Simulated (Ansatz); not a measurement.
# C2H5ClOSi: the cost of one run

All numbers are computed with Ansatz 0.2.0 through its Python package. The levels of theory stand in the script.

## Step 1: The structure

Bond lengths: C1–C2 1.335 Å, C2–O3 1.370 Å, O3–Si4 1.662 Å, Si4–Cl5 2.045 Å, C1–H6 1.085 Å, C1–H7 1.084 Å, C2–H8 1.083 Å, Si4–H9 1.485 Å, Si4–H10 1.485 Å. Angles: C1–C2–O3 121.2°, C1–C2–H8 121.7°, O3–C2–H8 117.0°, C2–C1–H6 120.9°, C2–C1–H7 121.1°, H6–C1–H7 118.0°, C2–O3–Si4 121.1°, O3–Si4–Cl5 106.8°, O3–Si4–H9 110.9°, O3–Si4–H10 110.9°, Cl5–Si4–H9 108.6°, Cl5–Si4–H10 108.6°, H9–Si4–H10 110.9°.

No structure file is read: the coordinates are typed or built in the script.

## Step 2: The script

Input file methods_c2h5closi.py:

```python
"""C2H5ClOSi at several levels of theory."""

from pathlib import Path

import ansatz as az
import numpy as np

mol = (
    az.Crystal.molecule()
    .atom("C", [-2.0479, 0.3871, 0.4781])
    .atom("C", [-0.9077, 0.049, -0.1275])
    .atom("O", [0.2968, 0.1552, 0.5156])
    .atom("Si", [1.7145, -0.2668, -0.2418])
    .atom("Cl", [3.2214, 0.0603, 1.1008])
    .atom("H", [-2.0489, 0.7559, 1.4989])
    .atom("H", [-3.0004, 0.3021, -0.0333])
    .atom("H", [-0.8914, -0.3205, -1.1459])
    .atom("H", [1.7119, -1.7061, -0.6089])
    .atom("H", [1.9517, 0.584, -1.436])
)

calc = mol.calculation().basis(gaussian="cc-pVDZ")

print("functional    E (Ha)        dipole (D)   HOMO (eV)  LUMO (eV)")
for name in ["blyp", "cam_b3lyp", "pbe0", "lc_wpbe", "b3lyp", "revpbe"]:
    data = calc.functional(name).forces().orbitals().run(runs_dir="runs").report
    lines = Path(data["orbitals_path"]).read_text().splitlines()
    field_of = lambda key: [line.split("=")[1].strip() for line in lines if line.startswith(key)]
    orbitals = [(27.211386 * float(e), s, float(n)) for e, s, n in zip(field_of("Ene="), field_of("Spin="), field_of("Occup="))]
    homo = max(e for e, _, n in orbitals if n > 0.5)
    lumo = min(e for e, _, n in orbitals if n < 0.5)
    dipole = 4.803205 * np.linalg.norm(data["charge_distribution"]["dipole_moment_e_ang"])
    print(f"{name:10s} {data['free_energy_ev'] / 27.211386246:14.6f} {dipole:9.3f} {homo:11.3f} {lumo:10.3f}")
```

## Step 3: The calls as engine input

The engine receives this input (first run):

```yaml
crystal:
  periodic: [false, false, false]
  atoms:
    - { symbol: C, position_ang: [-2.0479, 0.3871, 0.4781] }
    - { symbol: C, position_ang: [-0.9077, 0.049, -0.1275] }
    - { symbol: O, position_ang: [0.2968, 0.1552, 0.5156] }
    - { symbol: Si, position_ang: [1.7145, -0.2668, -0.2418] }
    - { symbol: Cl, position_ang: [3.2214, 0.0603, 1.1008] }
    - { symbol: H, position_ang: [-2.0489, 0.7559, 1.4989] }
    - { symbol: H, position_ang: [-3.0004, 0.3021, -0.0333] }
    - { symbol: H, position_ang: [-0.8914, -0.3205, -1.1459] }
    - { symbol: H, position_ang: [1.7119, -1.7061, -0.6089] }
    - { symbol: H, position_ang: [1.9517, 0.584, -1.436] }
basis:
  gaussian:
    orbitals: cc-pVDZ
hamiltonian:
  xc: blyp
output:
  orbitals: {}
  forces: true
```

## Step 4: Launch

On the command line:

```
$ python methods_c2h5closi.py
```

What time and memory should one allow on 1 thread of Arm Neoverse V2, shared host?

About 22 s, with a peak of 0.32 GiB.
